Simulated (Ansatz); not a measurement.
# In3Se: tests of the settings

Aim, for In3Se: test the plane-wave cutoff.

Program: Ansatz 0.2.0. Level of theory: DFT PBEsol, scalar-relativistic, plane waves, PAW. These are calculated values, not measurements.

1 further run of the same task is left out (set aside as unsound or not needed). Runs told in other sessions of the task aren't counted.

### 1 The starting structure

It takes space group Pm-3m (No. 221, cubic). Conventional cell: a = 4.804 Å, b = 4.804 Å, c = 4.804 Å, α = 90.00°, β = 90.00°, γ = 90.00°. In (site symmetry 4/mmm) has 8 In at 3.40 Å and 4 Se at 3.40 Å in its first shell of neighbours. Se (site symmetry m-3m) is surrounded by 12 In at 3.40 Å.

Coordinates:

```
In Se
1.0
     4.80376    0.00000    0.00000
     0.00000    4.80376    0.00000
     0.00000    0.00000    4.80376
In Se
3 1
Direct
  0.00000 0.50000 0.50000
  0.50000 0.00000 0.50000
  0.50000 0.50000 0.00000
  0.00000 0.00000 0.00000
```

Source of the structure: the Materials Project (structure only). It is taken as it stands there.

### 2 The base input

input.yaml reads:

```yaml
crystal:
  lattice:
    - [4.803758, 0.0, 0.0]
    - [0.0, 4.803758, 0.0]
    - [0.0, 0.0, 4.803758]
  atoms:
    - { symbol: In, position: [0.0, 0.5, 0.5] }
    - { symbol: In, position: [0.5, 0.0, 0.5] }
    - { symbol: In, position: [0.5, 0.5, 0.0] }
    - { symbol: Se, position: [0.0, 0.0, 0.0] }
basis:
  ecutwfc: 420
kpoints:
  mp_grid: { grid: [10, 10, 10] }
hamiltonian:
  xc: pbesol
scf:
  occupations: { method: gaussian, width: 0.1 }
output:
  forces: true
  stress: true
  eigenvalues: true
  populations: true
  write_density: true
  write_potential: true
  elf: true
  volumetric_format: npy
```

Its results, from an earlier run: -5500.1930 eV/atom at zero smearing, pressure -2.99 GPa, largest force 0.000 eV/Å, no gap on the mesh, in 8 SCF cycles and 15 s.

### 3 Plane-wave cutoff: 150 eV

input.yaml reads:

```yaml
crystal:
  lattice:
    - [4.803758, 0.0, 0.0]
    - [0.0, 4.803758, 0.0]
    - [0.0, 0.0, 4.803758]
  atoms:
    - { symbol: In, position: [0.0, 0.5, 0.5] }
    - { symbol: In, position: [0.5, 0.0, 0.5] }
    - { symbol: In, position: [0.5, 0.5, 0.0] }
    - { symbol: Se, position: [0.0, 0.0, 0.0] }
basis:
  ecutwfc: 150
kpoints:
  mp_grid: { grid: [10, 10, 10] }
hamiltonian:
  xc: pbesol
scf:
  occupations: { method: gaussian, width: 0.1 }
output:
  forces: true
  stress: true
  eigenvalues: true
```

The run is started by

```console
> ansatz run input.yaml --threads 1 --pin off --max-ram 2560MiB --backend cpu --events-out ev --progress --plain --runs-dir out
```

### 4 Plane-wave cutoff: 200 eV

input.yaml: that of step 3 with these lines changed.

```diff
@@ -11,3 +11,3 @@
 basis:
-  ecutwfc: 150
+  ecutwfc: 200
 kpoints:
```

### 5 Plane-wave cutoff set to 250 eV

input.yaml: that of step 4 with these lines changed.

```diff
@@ -11,3 +11,3 @@
 basis:
-  ecutwfc: 200
+  ecutwfc: 250
 kpoints:
```

### 6 Plane-wave cutoff: 300 eV

input.yaml: that of step 5 with these lines changed.

```diff
@@ -11,3 +11,3 @@
 basis:
-  ecutwfc: 250
+  ecutwfc: 300
 kpoints:
```

### 7 Plane-wave cutoff: 350 eV

input.yaml: that of step 6 with these lines changed.

```diff
@@ -11,3 +11,3 @@
 basis:
-  ecutwfc: 300
+  ecutwfc: 350
 kpoints:
```

### 8 Plane-wave cutoff set to 380 eV

input.yaml: that of step 7 with these lines changed.

```diff
@@ -11,3 +11,3 @@
 basis:
-  ecutwfc: 350
+  ecutwfc: 380
 kpoints:
```

### 9 Plane-wave cutoff: 460 eV

input.yaml: that of step 8 with these lines changed.

```diff
@@ -11,3 +11,3 @@
 basis:
-  ecutwfc: 380
+  ecutwfc: 460
 kpoints:
```

### 10 Plane-wave cutoff set to 520 eV

input.yaml: that of step 9 with these lines changed.

```diff
@@ -11,3 +11,3 @@
 basis:
-  ecutwfc: 460
+  ecutwfc: 520
 kpoints:
```

### 11 Plane-wave cutoff: 600 eV

input.yaml: that of step 10 with these lines changed.

```diff
@@ -11,3 +11,3 @@
 basis:
-  ecutwfc: 520
+  ecutwfc: 600
 kpoints:
```

### 12 Plane-wave cutoff: 700 eV

input.yaml: that of step 11 with these lines changed.

```diff
@@ -11,3 +11,3 @@
 basis:
-  ecutwfc: 600
+  ecutwfc: 700
 kpoints:
```

### 13 Plane-wave cutoff: 850 eV

input.yaml: that of step 12 with these lines changed.

```diff
@@ -11,3 +11,3 @@
 basis:
-  ecutwfc: 700
+  ecutwfc: 850
 kpoints:
```

(Steps that only read results are left out.)

What results come out of these runs, taken together?

**Answer**, as computed:

```
                                                  quantity                        value
plane-wave cutoff: within 10 and 1 meV/atom of 850 eV from  350 eV for 10; 460 eV for 1
```

What this shows: For the plane-wave cutoff, the energy stays within 1 meV/atom of the reference from 460 eV on, at about 0.46 of the reference's time. The reference is only the best run made, not a proven limit. Much of this error cancels in differences between similar cells. The pressure is off by up to 25.0 GPa. In some runs cutoff or mesh lie under the advised values, so their numbers carry a basis error. The final runs have no spin polarisation, so a magnetic state may lie lower.
